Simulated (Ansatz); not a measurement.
# BrCdH₂N: up Jacob's ladder to CCSD(T)

How much do the methods differ for BrCdH₂N? The plan is to run it at one geometry with functionals of several rungs and with coupled cluster, and see how far each lands from CCSD(T) at the basis-set limit for the atomisation energy.

Method: functionals in def2-TZVPP, the program's frozen cores in correlated methods; program: Ansatz 0.2.0, Gaussian basis.

The runs, in order: LDA (SPW92), PBE-D4, revPBE-D4, BLYP-D4, r2SCAN-D4, B97M-V, PBE0-D4, B3LYP-D4, r2SCANh-D4, r2SCAN0-D4, HSE06-D4, BHLYP-D4, CAM-B3LYP-D4, LC-ωPBE, ωB97X-V, ωB97M-V, B2PLYP, PBE-QIDH; CCSD(T)/def2-SVP; CCSD(T)/def2-TZVPP; MP2/def2-QZVPP; extrapolation to the limit; RPA on PBE.

## (1) The relaxed structure

The geometry comes from an earlier relaxation with PBE0-D4 in a triple-zeta def2 set; it is a stationary point. Cd takes the def2 core potential; no spin-orbit term is included.

SMILES `[NH2][Cd][Br]`, 5 atoms, charge 0, spin multiplicity 1.

Atoms are counted from 1 here; the program's logs count them from 0.

Bond lengths: N1–Cd2 2.012 Å, N1–H4 1.014 Å, N1–H5 1.014 Å, Cd2–Br3 2.408 Å. Angles: Cd2–N1–H4 111.4°, Cd2–N1–H5 111.4°, H4–N1–H5 106.2°, N1–Cd2–Br3 175.1°.

## (2) LDA

This LDA is Slater exchange with PW92 correlation.

The input, in.yaml:

```yaml
crystal:
  periodic: [false, false, false]
  atoms:
    - {symbol: N, position_ang: [-0.321330, 1.005106, -0.415550]}
    - {symbol: Cd, position_ang: [0.497910, -0.730431, 0.189244]}
    - {symbol: Br, position_ang: [1.653926, -2.745886, 0.820861]}
    - {symbol: H, position_ang: [-1.128862, 0.845663, -1.008146]}
    - {symbol: H, position_ang: [-0.651843, 1.551849, 0.372190]}
basis:
  gaussian: {orbitals: def2-TZVPP}
hamiltonian: {xc: lda}
output: {orbitals: {seedname: orbitals}}
```

Run with:

```
$ ansatz run in.yaml --threads 4 --pin off --events-out ev --progress --plain --max-ram 10444MiB
```

After this run come: PBE-D4 (GGA); revPBE-D4 (GGA); BLYP-D4 (GGA); r2SCAN-D4 (meta-GGA); B97M-V (meta-GGA); B3LYP-D4 (hybrid); r2SCANh-D4 (hybrid); r2SCAN0-D4 (hybrid); HSE06-D4 (hybrid); BHLYP-D4 (hybrid); CAM-B3LYP-D4 (range-separated); LC-ωPBE (range-separated); ωB97X-V (range-separated); ωB97M-V (range-separated); B2PLYP (double hybrid); PBE-QIDH (double hybrid); CCSD(T) in def2-SVP; CCSD(T) in def2-TZVPP; MP2 in def2-QZVPP; RPA on PBE orbitals.

Before running them: what should the planned runs give, taken together? Wanted: atomisation energy, CCSD(T)/CBS; farthest beyond LDA; mean size of error, GGA; mean size of error, meta-GGA; mean size of error, hybrid; mean size of error, range-separated; mean size of error, double hybrid; gap, smallest and largest; T1 diagnostic.

The runs gave:

```
                               quantity                                                                  value
        atomisation energy, CCSD(T)/CBS                                                         289.8 kcal/mol
functionals within 2.9 kcal/mol (1.0 %)  r2SCAN-D4, PBE0-D4, HSE06-D4, CAM-B3LYP-D4, LC-ωPBE, ωB97X-V, ωB97M-V
                    farthest beyond LDA                                              BHLYP-D4 (-16.0 kcal/mol)
                mean size of error, GGA                                                           5.6 kcal/mol
           mean size of error, meta-GGA                                                           3.9 kcal/mol
             mean size of error, hybrid                                                           6.7 kcal/mol
    mean size of error, range-separated                                                           1.8 kcal/mol
      mean size of error, double hybrid                                                           7.3 kcal/mol
              gap, smallest and largest                                  3.68 eV (BLYP-D4), 10.79 eV (LC-ωPBE)
                          T1 diagnostic                                                                 0.0123
triples share of the correlation energy                                                                  3.1 %
```

LDA overbinds by 48.1 kcal/mol (17 %). PBE-D4 misses by +3.9 kcal/mol. Double hybrids carry the basis error of their MP2 part in triple zeta, and no dispersion term here, so their miss is partly the set-up's. Taken by rung, range-separated functionals do best (1.8 kcal/mol on average) and double hybrid ones worst beyond LDA (7.3 kcal/mol). Misses under about 2.9 kcal/mol are within the doubt on the reference itself, which lacks core-valence correlation, spin-orbit coupling and higher excitations, and its outer-core shells are covered unevenly. All levels share the lack of spin-orbit coupling, which lowers the free heavy atoms and so the true binding. Hartree-Fock recovers 63 % of the binding; the rest is correlation. CCSD(T) in def2-SVP is off by -29.0 kcal/mol, which most functionals beat. The gap grows from 3.7 to 10.8 eV across the functionals, mostly with the share of exact exchange. Correlated methods include outer-core shells of Br, Cd, which these sets cover unevenly.
